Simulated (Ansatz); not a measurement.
# ZrCrC5: the cost of one run

Method: DFT PBE, scalar-relativistic, plane waves, PAW, unless a step names another level, in Ansatz 0.2.0.

5 further runs of the same task are left out: 1 that didn't finish, 4 set aside as unsound or not needed.

## (1) Plan

Pauling electronegativities: Zr 1.33, Cr 1.66, C 2.55 (spread 1.22). No set of common oxidation states balances it. Tabulated atomic sizes suggest about 13 Å³/atom. 23 candidates were drawn, by swapping species into database cells of other compounds, at random by space group and Wyckoff sites, or by hand, as the table says:

```tsv
name	made from	space group no.	Wyckoff sites	atoms (primitive cell)	V (Å³/atom)
c01	database cell of CaNi5H	65	Zr 2a; Cr 2b; C 4i, 2c, 4f	7	13.7
c02	random	65	Zr 2c; Cr 2a; C 8n, 2d	7	15.3
c03	built by hand: graphene layers intercalated by Zr-C-Cr slab	25	Zr 1b; Cr 1c; C 2g, 2h, 1a	7	12.6
c04	random	99	Zr 1a; Cr 1b; C 4e, 1b	7	13.6
c05	random	99	Zr 1a; Cr 1a; C 2c, 1b, 2c	7	14.1
c06	random	187	Zr 1a; Cr 1d; C 3j, 2i	7	13.7
c07	random	166	Zr 3a; Cr 3b; C 9e, 6c	7	14.5
c08	random	157	Zr 1a; Cr 1a; C 3c, 2b	7	13.0
c09	random	191	Zr 1a; Cr 1b; C 3f, 2c	7	14.9
c10	built by hand: HoCoGa5 with C2 dimers	123	Zr 1a; Cr 1b; C 4i, 1c	7	12.6
c11	database cell of AlAsPt5	123	Zr 1b; Cr 1c; C 4i, 1a	7	12.1
c12	database cell of TbGa5Co	123	Zr 1a; Cr 1b; C 4i, 1c	7	12.1
c13	random	166	Zr 3b; Cr 3a; C 9d, 6c	7	12.7
c14	database cell of AgPPt5	123	Zr 1c; Cr 1b; C 1a, 4i	7	12.2
c15	random	65	Zr 2a; Cr 2c; C 4l, 2d, 4f	7	14.6
c16	random	123	Zr 1a; Cr 1c; C 4m, 1b	7	13.1
c17	random	12	Zr 2c; Cr 2d; C 8j, 2a	7	14.3
c18	built by hand: carbide slab with graphite bilayer	156	Zr 1b; Cr 1a; C 1b, 1a, 1b, 1c, 1c	7	12.3
c19	built by hand: ordered CaC2-derived rocksalt with C2 and C3 units	123	Zr 1a; Cr 1d; C 1c, 2h, 2g	7	12.6
c20	random	115	Zr 1b; Cr 1a; C 2g, 1d, 2f	7	12.6
c21	database cell of CaNi5H	35	Zr 2a; Cr 2b; C 4e, 2b, 4c	7	13.6
c22	database cell of MgPPt5	123	Zr 1a; Cr 1d; C 1c, 4i	7	12.0
c23	random	191	Zr 1b; Cr 1a; C 3f, 2e	7	13.6
```

## (2) Screening run of c12

input.yaml reads:

```yaml
crystal:
  lattice:
    - [3.73743178, 0.0, 0.0]
    - [0.0, 3.73743178, 0.0]
    - [0.0, 0.0, 6.06515563]
  atoms:
    - { symbol: Zr, position: [0.0, 0.0, 0.0] }
    - { symbol: Cr, position: [0.0, 0.0, 0.5], spin: 3.0 }
    - { symbol: C, position: [0.0, 0.5, 0.31226063] }
    - { symbol: C, position: [0.0, 0.5, 0.68773937] }
    - { symbol: C, position: [0.5, 0.0, 0.31226063] }
    - { symbol: C, position: [0.5, 0.0, 0.68773937] }
    - { symbol: C, position: [0.5, 0.5, 0.0] }
basis:
  ecutwfc: 420
kpoints:
  mp_grid: { grid: [4, 4, 3] }
hamiltonian:
  xc: pbe
scf:
  occupations: { method: gaussian, width: 0.2 }
  lower_state_search: "off"
output:
  forces: true
  stress: true
  eigenvalues: true
  populations: true
magnetization:
  spin_polarized: true
relax:
  adjacent_minimum: "off"
  f_tol: 0.08
  max_steps: 16
  cell: { stress_tol: 0.8 }
```

Started as:

```bash
$ ansatz run input.yaml --threads 1 --pin off --max-ram 2560MiB --backend cpu --events-out ev --progress --plain --runs-dir out
```

What time and memory should one allow on 1 thread of Intel Xeon at 2.50GHz (Skylake/Cascade Lake), shared host?

About 3.5 min, with a peak of 0.43 GiB.
